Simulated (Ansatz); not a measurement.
**MgInH₃ (SMILES [MgH][InH2]): single points off equilibrium**

How do the functionals fare away from a minimum? The structure is a structure displaced at random from a GFN2-xTB minimum.

Computed with Ansatz 0.2.0, Gaussian basis. Level: single points in def2-TZVPP.

Correlated methods freeze the cores. Filled d shells of the heavier atoms are correlated. Core potentials replace the inner electrons past krypton, and spin-orbit coupling is left out. The outer core shell of Li, Na, Mg and K is correlated.

## (1) Starting geometry

5 atoms, charge 0, spin multiplicity 1.

Atoms are counted from 1 here; the program's logs count them from 0.

Bond lengths: Mg1–In2 2.639 Å, Mg1–H3 1.591 Å, In2–H4 2.045 Å, In2–H5 1.983 Å. Angles: In2–Mg1–H3 119.3°, Mg1–In2–H4 95.6°, Mg1–In2–H5 163.7°, H4–In2–H5 100.5°.

As a file:

```mol
H3InMg
  3D, bonds by distance, orders not assigned

  5  4  0  0  0  0  0  0  0  0999 V2000
    0.7013   -1.3056    1.2085 Mg  0  0
    0.3833    0.8784   -0.2379 In  0  0
   -0.3898   -2.4604    1.1240 H   0  0
   -1.3265    0.2526   -1.1694 H   0  0
    0.5585    2.7027   -0.9943 H   0  0
  1  2  8  0
  1  3  8  0
  2  4  8  0
  2  5  8  0
M  END
```

## (2) CCSD(T)/def2-TZVPP

Contents of run/in.yaml:

```yaml
crystal:
  periodic: [false, false, false]
  atoms:
    - {symbol: Mg, position_ang: [0.701300, -1.305600, 1.208500]}
    - {symbol: In, position_ang: [0.383300, 0.878400, -0.237900]}
    - {symbol: H, position_ang: [-0.389800, -2.460400, 1.124000]}
    - {symbol: H, position_ang: [-1.326500, 0.252600, -1.169400]}
    - {symbol: H, position_ang: [0.558500, 2.702700, -0.994300]}
basis:
  gaussian: {orbitals: def2-TZVPP}
correlation: {method: ccsd_t}
output: {forces: true}
```

The command line of these runs was not kept.

## (3) PBE0-D4/def2-TZVPP

Edit run/in.yaml of step 2 so:

```diff
@@ -10,3 +10,3 @@
   gaussian: {orbitals: def2-TZVPP}
-correlation: {method: ccsd_t}
-output: {forces: true}
+hamiltonian: {xc: pbe0, dispersion: d4}
+output: {forces: true, orbitals: {seedname: orbitals}}
```

## (4) wB97M-V/def2-TZVPP

Edit run/in.yaml of step 3 so:

```diff
@@ -10,3 +10,3 @@
   gaussian: {orbitals: def2-TZVPP}
-hamiltonian: {xc: pbe0, dispersion: d4}
-output: {forces: true, orbitals: {seedname: orbitals}}
+hamiltonian: {xc: {name: wB97M-V}}
+output: {forces: true}
```

## (5) r2SCAN-D4/def2-TZVPP

Edit run/in.yaml of step 4 so:

```diff
@@ -10,3 +10,3 @@
   gaussian: {orbitals: def2-TZVPP}
-hamiltonian: {xc: {name: wB97M-V}}
+hamiltonian: {xc: r2scan, dispersion: d4}
 output: {forces: true}
```

## (6) PBE-D4/def2-TZVPP

Edit run/in.yaml of step 5 so:

```diff
@@ -10,3 +10,3 @@
   gaussian: {orbitals: def2-TZVPP}
-hamiltonian: {xc: r2scan, dispersion: d4}
+hamiltonian: {xc: pbe, dispersion: d4}
 output: {forces: true}
```

## (7) CAM-B3LYP-D4/def2-TZVPP

Edit run/in.yaml of step 6 so:

```diff
@@ -10,3 +10,3 @@
   gaussian: {orbitals: def2-TZVPP}
-hamiltonian: {xc: pbe, dispersion: d4}
+hamiltonian: {xc: {name: CAM-B3LYP}, dispersion: d4}
 output: {forces: true}
```

## (8) r2SCANh-D4/def2-TZVPP

Edit run/in.yaml of step 7 so:

```diff
@@ -10,3 +10,3 @@
   gaussian: {orbitals: def2-TZVPP}
-hamiltonian: {xc: {name: CAM-B3LYP}, dispersion: d4}
+hamiltonian: {xc: {name: r2SCANh}, dispersion: d4}
 output: {forces: true}
```

(Steps that only read results are left out.)

Q: Predict the outcome of this session. Wanted: energy less free atoms, CCSD(T)/def2-TZVPP; RMS force component; RMS force error; HOMO and LUMO, PBE0-D4; T1 diagnostic.

**Answer**, as computed:

```
                                  quantity                                                                                                   value
energy less free atoms, CCSD(T)/def2-TZVPP                                                                                               -6.627 eV
                       RMS force component                                                                    0.946 to 1.071 eV/Å over the methods
                           RMS force error  PBE0-D4 0.063, wB97M-V 0.038, r2SCAN-D4 0.065, PBE-D4 0.168, CAM-B3LYP-D4 0.029, r2SCANh-D4 0.042 eV/Å
                    HOMO and LUMO, PBE0-D4                                                                                      -6.20 and -2.42 eV
                             T1 diagnostic                                                                                                   0.015
```

Against CCSD(T) the functionals' energies less atoms differ by -0.335 to +0.005 eV, PBE-D4 by -0.049 eV. A larger basis would deepen the CCSD(T) value, while the functionals are nearly converged already, so the order here is not reliable. The forces of CAM-B3LYP-D4 come nearest to CCSD(T), those of PBE-D4 are farthest. Frozen-core CCSD(T) forces in triple zeta carry basis errors of their own, and this is one geometry, so small gaps rank nothing.
